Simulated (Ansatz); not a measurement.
# CH5AlBrN: basis-set convergence

An exercise on one series of results from a longer session: the logs are not shown, and one member is left open.

Computed with Ansatz 0.2.0, Gaussian basis. Level: one geometry, several basis sets.

The runs, in order: PBE0-D4/def2-SVP; ωB97M-V/def2-SVP; PBE0-D4/def2-QZVPP; ωB97M-V/def2-QZVPP; the functionals' def2-TZVPP values are taken from earlier runs.

### The relaxed structure

All runs share one geometry, relaxed beforehand with PBE0-D4 in a triple-zeta def2 set.

SMILES `[NH2][AlH][CH2]Br`, 9 atoms, charge 0, spin multiplicity 1.

Atoms are counted from 1 here; the program's logs count them from 0.

Bond lengths: N1–Al2 1.766 Å, N1–H5 1.007 Å, N1–H6 1.007 Å, Al2–C3 1.957 Å, Al2–H7 1.578 Å, C3–Br4 1.989 Å, C3–H8 1.088 Å, C3–H9 1.087 Å. Angles: Al2–N1–H5 125.6°, Al2–N1–H6 124.0°, H5–N1–H6 110.1°, N1–Al2–C3 118.5°, N1–Al2–H7 120.3°, C3–Al2–H7 121.2°, Al2–C3–Br4 91.9°, Al2–C3–H8 119.9°, Al2–C3–H9 120.0°, Br4–C3–H8 105.5°, Br4–C3–H9 105.3°, H8–C3–H9 110.1°.

The first run:

in.yaml reads:

```yaml
crystal:
  periodic: [false, false, false]
  atoms:
    - {symbol: N, position_ang: [-0.491799, 1.602878, -0.616941]}
    - {symbol: Al, position_ang: [0.648407, 0.350984, -0.114350]}
    - {symbol: C, position_ang: [-0.041889, -1.208281, 0.845654]}
    - {symbol: Br, position_ang: [0.004341, -2.324954, -0.800043]}
    - {symbol: H, position_ang: [-1.487342, 1.582037, -0.468327]}
    - {symbol: H, position_ang: [-0.244714, 2.391601, -1.192204]}
    - {symbol: H, position_ang: [2.189376, 0.512674, -0.412000]}
    - {symbol: H, position_ang: [-1.077417, -1.225015, 1.178722]}
    - {symbol: H, position_ang: [0.589436, -1.728225, 1.562390]}
basis:
  gaussian: {orbitals: def2-SVP}
hamiltonian: {xc: pbe0, dispersion: d4}
output: {orbitals: {seedname: orbitals}}
```

Command:

```sh
ansatz run in.yaml --threads 4 --pin off --events-out ev --progress --plain --max-ram 10444MiB
```

Steps of the session up to this table: PBE0-D4 in def2-SVP; ωB97M-V in def2-SVP; PBE0-D4 in def2-QZVPP; ωB97M-V in def2-QZVPP.

One of the session's tables, all rows but one given; the rest of the session is left out.

It belongs to the step «Functionals by basis». 

```
functional       basis  HOMO (eV)
   PBE0-D4    def2-SVP          ?
   PBE0-D4  def2-TZVPP      -7.31
   PBE0-D4  def2-QZVPP      -7.35
   ωB97M-V    def2-SVP      -9.44
   ωB97M-V  def2-TZVPP      -9.60
   ωB97M-V  def2-QZVPP      -9.63
```

**Question.** Estimate the row for PBE0-D4, def2-SVP.

**Answer.** HOMO (eV): -7.16. In the column «HOMO (eV)» it is the highest.
